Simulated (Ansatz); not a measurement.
# GeH5NOSe: the cost of one run

Program: Ansatz 0.2.0. Level of theory: RKS r2SCANh-D4/def2-SVP. These are calculated values, not measurements.

### 1 The system as given

Bond lengths: N1–Ge2 1.821 Å, Ge2–O3 1.759 Å, Ge2–Se4 2.297 Å, N1–H5 1.032 Å, N1–H6 1.114 Å, Ge2–H7 1.562 Å, O3–H8 1.009 Å, Se4–H9 1.593 Å. Angles: N1–Ge2–O3 107.8°, N1–Ge2–Se4 111.5°, N1–Ge2–H7 110.4°, O3–Ge2–Se4 108.4°, O3–Ge2–H7 108.9°, Se4–Ge2–H7 109.7°, Ge2–N1–H5 109.2°, Ge2–N1–H6 106.9°, H5–N1–H6 101.8°, Ge2–O3–H8 107.0°, Ge2–Se4–H9 90.7°.

Structure file:

```xyz
9

N    -0.5748    1.1752    0.8249
Ge    0.2610    0.0303   -0.3181
O     1.5081   -0.8195    0.5863
Se   -1.1988   -1.5238   -1.1729
H     0.0820    1.9245    1.0953
H    -1.3280    1.7372    0.2261
H     0.9336    0.8205   -1.4854
H     2.0039   -1.4029   -0.0710
H    -1.5985   -1.9877    0.2978
```

### 2 Relaxing end A

input.yaml reads:

```yaml
crystal:
  periodic: [false, false, false]
  atoms:
    - { symbol: "N", position_ang: [-0.5748, 1.1752, 0.8249] }
    - { symbol: Ge, position_ang: [0.261, 0.0303, -0.3181] }
    - { symbol: O, position_ang: [1.5081, -0.8195, 0.5863] }
    - { symbol: Se, position_ang: [-1.1988, -1.5238, -1.1729] }
    - { symbol: H, position_ang: [0.082, 1.9245, 1.0953] }
    - { symbol: H, position_ang: [-1.328, 1.7372, 0.2261] }
    - { symbol: H, position_ang: [0.9336, 0.8205, -1.4854] }
    - { symbol: H, position_ang: [2.0039, -1.4029, -0.071] }
    - { symbol: H, position_ang: [-1.5985, -1.9877, 0.2978] }
basis:
  gaussian: { orbitals: def2-SVP }
hamiltonian:
  xc: r2scanh
  dispersion: d4
relax:
  f_tol: 0.015
  max_steps: 40
output:
  orbitals: {}
```

The run is started by

```sh
$ ansatz run input.yaml --threads 2 --pin off --max-ram 3072MiB --backend cpu --events-out ev --progress --plain --runs-dir out
```

**Question.** How long does this run take on 2 threads of Arm Neoverse V2, shared host, and how much memory does it need?

About 70 s, with a peak of 0.34 GiB.
